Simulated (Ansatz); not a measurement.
**AlGeH3O (SMILES [O]1[AlH][GeH2]1): functionals against CCSD(T) at one geometry**

The atoms stand at a structure displaced at random from a GFN2-xTB minimum. How far do the functionals agree with CCSD(T) there?

Computed with Ansatz 0.2.0, Gaussian basis. Level: single points in def2-TZVPP.

Cores are frozen in the correlated methods. Filled d shells of the heavier atoms are correlated.

## (1) Starting geometry

6 atoms, charge 0, spin multiplicity 1.

Atoms are counted from 1 here; the program's logs count them from 0.

Bond lengths: O1–Al2 1.637 Å, Al2–Ge3 2.441 Å, Al2–H4 1.508 Å, Ge3–H5 1.597 Å, Ge3–H6 1.488 Å. Angles: O1–Al2–Ge3 70.8°, O1–Al2–H4 153.6°, Ge3–Al2–H4 133.4°, Al2–Ge3–H5 116.3°, Al2–Ge3–H6 120.9°, H5–Ge3–H6 94.7°.

As a file:

```xyz
6

O     1.19540   -0.58800    0.66040
Al    0.10230   -1.37890   -0.26610
Ge   -0.49980    0.98370   -0.15480
H    -0.62260   -2.61170   -0.74320
H     0.54550    2.01050   -0.78970
H    -0.58380    1.68920    1.15230
```

## (2) CCSD(T)/def2-TZVPP

File run/in.yaml:

```yaml
crystal:
  periodic: [false, false, false]
  atoms:
    - {symbol: O, position_ang: [1.195400, -0.588000, 0.660400]}
    - {symbol: Al, position_ang: [0.102300, -1.378900, -0.266100]}
    - {symbol: Ge, position_ang: [-0.499800, 0.983700, -0.154800]}
    - {symbol: H, position_ang: [-0.622600, -2.611700, -0.743200]}
    - {symbol: H, position_ang: [0.545500, 2.010500, -0.789700]}
    - {symbol: H, position_ang: [-0.583800, 1.689200, 1.152300]}
basis:
  gaussian: {orbitals: def2-TZVPP}
correlation: {method: ccsd_t}
output: {forces: true}
```

No record of the launch command was kept for these runs.

## (3) PBE0-D4/def2-TZVPP

run/in.yaml: that of step 2 with these lines changed.

```diff
@@ -11,3 +11,3 @@
   gaussian: {orbitals: def2-TZVPP}
-correlation: {method: ccsd_t}
-output: {forces: true}
+hamiltonian: {xc: pbe0, dispersion: d4}
+output: {forces: true, orbitals: {seedname: orbitals}}
```

## (4) wB97M-V/def2-TZVPP

run/in.yaml: that of step 3 with these lines changed.

```diff
@@ -11,3 +11,3 @@
   gaussian: {orbitals: def2-TZVPP}
-hamiltonian: {xc: pbe0, dispersion: d4}
-output: {forces: true, orbitals: {seedname: orbitals}}
+hamiltonian: {xc: {name: wB97M-V}}
+output: {forces: true}
```

## (5) r2SCAN-D4/def2-TZVPP

run/in.yaml: that of step 4 with these lines changed.

```diff
@@ -11,3 +11,3 @@
   gaussian: {orbitals: def2-TZVPP}
-hamiltonian: {xc: {name: wB97M-V}}
+hamiltonian: {xc: r2scan, dispersion: d4}
 output: {forces: true}
```

## (6) PBE-D4/def2-TZVPP

run/in.yaml: that of step 5 with these lines changed.

```diff
@@ -11,3 +11,3 @@
   gaussian: {orbitals: def2-TZVPP}
-hamiltonian: {xc: r2scan, dispersion: d4}
+hamiltonian: {xc: pbe, dispersion: d4}
 output: {forces: true}
```

## (7) r2SCANh-D4/def2-TZVPP

run/in.yaml: that of step 6 with these lines changed.

```diff
@@ -11,3 +11,3 @@
   gaussian: {orbitals: def2-TZVPP}
-hamiltonian: {xc: pbe, dispersion: d4}
+hamiltonian: {xc: {name: r2SCANh}, dispersion: d4}
 output: {forces: true}
```

## (8) CAM-B3LYP-D4/def2-TZVPP

run/in.yaml: that of step 7 with these lines changed.

```diff
@@ -11,3 +11,3 @@
   gaussian: {orbitals: def2-TZVPP}
-hamiltonian: {xc: {name: r2SCANh}, dispersion: d4}
+hamiltonian: {xc: {name: CAM-B3LYP}, dispersion: d4}
 output: {forces: true}
```

(Steps that only read results are left out.)

Q: Predict the outcome of this session. Wanted: energy less free atoms, CCSD(T)/def2-TZVPP; RMS force component; RMS force error; HOMO and LUMO, PBE0-D4; T1 diagnostic.

As calculated:

| quantity | value |
| --- | --- |
| energy less free atoms, CCSD(T)/def2-TZVPP | -1552.7 kJ/mol |
| RMS force component | 0.706 to 0.764 eV/Å over the methods |
| RMS force error | PBE0-D4 0.205, wB97M-V 0.227, r2SCAN-D4 0.128, PBE-D4 0.196, r2SCANh-D4 0.187, CAM-B3LYP-D4 0.287 eV/Å |
| HOMO and LUMO, PBE0-D4 | -7.20 and -2.44 eV |
| T1 diagnostic | 0.022 |

What this shows: Against CCSD(T) the functionals' energies less atoms differ by -60.8 to +3.8 kJ/mol, PBE-D4 by -60.8 kJ/mol. The reference is not at the basis limit: in triple zeta CCSD(T) underbinds, which counts against methods that bind more; the gaps are no ranking. The forces of r2SCAN-D4 come nearest to CCSD(T), those of CAM-B3LYP-D4 are farthest. Frozen-core CCSD(T) forces in triple zeta carry basis errors of their own, and this is one geometry, so small gaps rank nothing. The restricted Hartree–Fock reference is unstable towards an unrestricted one at one or more of these structures.
